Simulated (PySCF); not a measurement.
# H₂: magnetic properties

One table from this session's results is given with a row withheld; the runs are named, their logs left out.

Programs: PySCF 2.14.0, with routines of our own; each step states its level. All values are computed. Atoms count from 0.

### The system as given

2 atoms, charge 0, multiplicity 1; geometry from: GFN2-xTB.

The first run:

What the job is given:

```
{"job": {"xc": "PBE0", "basis": "def2-SVP", "d3": "d3bj", "grid": 1, "kind": "geom"}, "charge": 0, "multiplicity": 1}
H      0.389671    -0.003397    -0.002235
H     -0.386914     0.004665    -0.011913
```

The run is started by

```sh
$ OMP_NUM_THREADS=1 python excited_run.py task.json out
```

This one command runs all jobs of the session in turn.

Among the steps run: Optimising the geometry at PBE0-D3(BJ)/def2-SVP; Magnetic properties: GIAO HF/aug-pcSseg-2; Magnetic properties: GIAO LDA/aug-pcSseg-2; Magnetic properties: GIAO PBE/aug-pcSseg-2; Magnetic properties: GIAO BLYP/aug-pcSseg-2; Magnetic properties: GIAO BP86/aug-pcSseg-2; Magnetic properties: GIAO OPBE/aug-pcSseg-2; Magnetic properties: GIAO OLYP/aug-pcSseg-2; Magnetic properties: GIAO KT1/aug-pcSseg-2; Magnetic properties: GIAO KT2/aug-pcSseg-2; Magnetic properties: GIAO KT3/aug-pcSseg-2; Magnetic properties: GIAO B97-D/aug-pcSseg-2; Magnetic properties: GIAO HCTH407/aug-pcSseg-2.

One of the session's tables, all rows but one given; the rest of the session is left out.

It belongs to the step «Magnetic properties side by side». 

| level | gap (eV) |
| --- | --- |
| GIAO HF/aug-pcSseg-2 | 17.10 |
| GIAO LDA/aug-pcSseg-2 | ? |
| GIAO PBE/aug-pcSseg-2 | 10.49 |
| GIAO BLYP/aug-pcSseg-2 | 10.26 |
| GIAO BP86/aug-pcSseg-2 | 10.56 |
| GIAO OPBE/aug-pcSseg-2 | 10.40 |
| GIAO OLYP/aug-pcSseg-2 | 10.20 |
| GIAO KT1/aug-pcSseg-2 | 10.58 |
| GIAO KT2/aug-pcSseg-2 | 10.68 |
| GIAO KT3/aug-pcSseg-2 | 10.56 |
| GIAO B97-D/aug-pcSseg-2 | 10.62 |
| GIAO HCTH407/aug-pcSseg-2 | 10.68 |

Estimate the missing values for GIAO LDA/aug-pcSseg-2.

The run gave: gap (eV): 10.41. In the column «gap (eV)» it lies between GIAO OPBE/aug-pcSseg-2 (10.40) and GIAO PBE/aug-pcSseg-2 (10.49).

Caveats from the session: Vibrational averaging and real surroundings are missing from these values.
